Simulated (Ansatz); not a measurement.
# CH4BNO: a trajectory, and a look at its input

A trajectory is wanted. The input is run as typed.

Program: Ansatz 0.2.0, Gaussian basis. Level of theory: PBE0-D4/def2-SVP. These are calculated values, not measurements.

1 further run of the same task is left out (it didn't finish).

### 1 The structure

| atom | x (Å) | y (Å) | z (Å) |
| --- | --- | --- | --- |
| B1 | -0.6566 | 1.1850 | -0.3602 |
| C2 | 0.1093 | -0.1255 | 0.0609 |
| N3 | 1.2197 | -0.0533 | 0.6621 |
| O4 | -0.4999 | -1.2944 | -0.2684 |
| H5 | -1.6755 | 1.0868 | -0.9153 |
| H6 | -0.1751 | 2.2098 | -0.0990 |
| H7 | 1.6560 | -0.9466 | 0.9040 |
| H8 | 0.0221 | -2.0618 | 0.0158 |

### 2 The run

Input file run/in.yaml:

```yaml
crystal:
  periodic: [false, false, false]
  atoms:
    - {symbol: B, position_ang: [-0.656590, 1.184980, -0.360180]}
    - {symbol: C, position_ang: [0.109270, -0.125530, 0.060850]}
    - {symbol: N, position_ang: [1.219660, -0.053270, 0.662130]}
    - {symbol: O, position_ang: [-0.499890, -1.294410, -0.268360]}
    - {symbol: H, position_ang: [-1.675510, 1.086780, -0.915260]}
    - {symbol: H, position_ang: [-0.175080, 2.209850, -0.099030]}
    - {symbol: H, position_ang: [1.656030, -0.946580, 0.904010]}
    - {symbol: H, position_ang: [0.022120, -2.061810, 0.015850]}
basis:
  gaussian: {orbitals: def2-SVP}
hamiltonian: {xc: pbe0, dispersion: d4}
md: {n_steps: 30, timestep: -0.5, temperature: 1000, ensemble: nvt_langevin, seed: 79, friction: 0.05, initial_velocities: maxwell_boltzmann}
```

The run is started by

```console
ansatz run in.yaml --threads 2 --pin off --events-out ev --progress --plain --max-ram 3481MiB
```

What it wrote:

```text
Error: invalid value for `md.timestep`: must be finite and > 0; got -0.5 fs
```

Wall time 0.05 s (2 threads of Arm Neoverse V2, shared host).

### 3 Diagnosis

The program refused the input before any work.

A timestep must be positive.

Remedy: give a positive step.

### 4 What came out

| quantity | value |
| --- | --- |
| this run | refused |
| fault | negative timestep |

In words: A timestep must be positive.

For comparison, these settings ran to the end on the same system (80 steps):

```yaml
hamiltonian: {xc: pbe0, dispersion: d4}
md: {n_steps: 80, timestep: 0.75, temperature: 200, ensemble: nve, seed: 501, initial_velocities: maxwell_boltzmann}
```
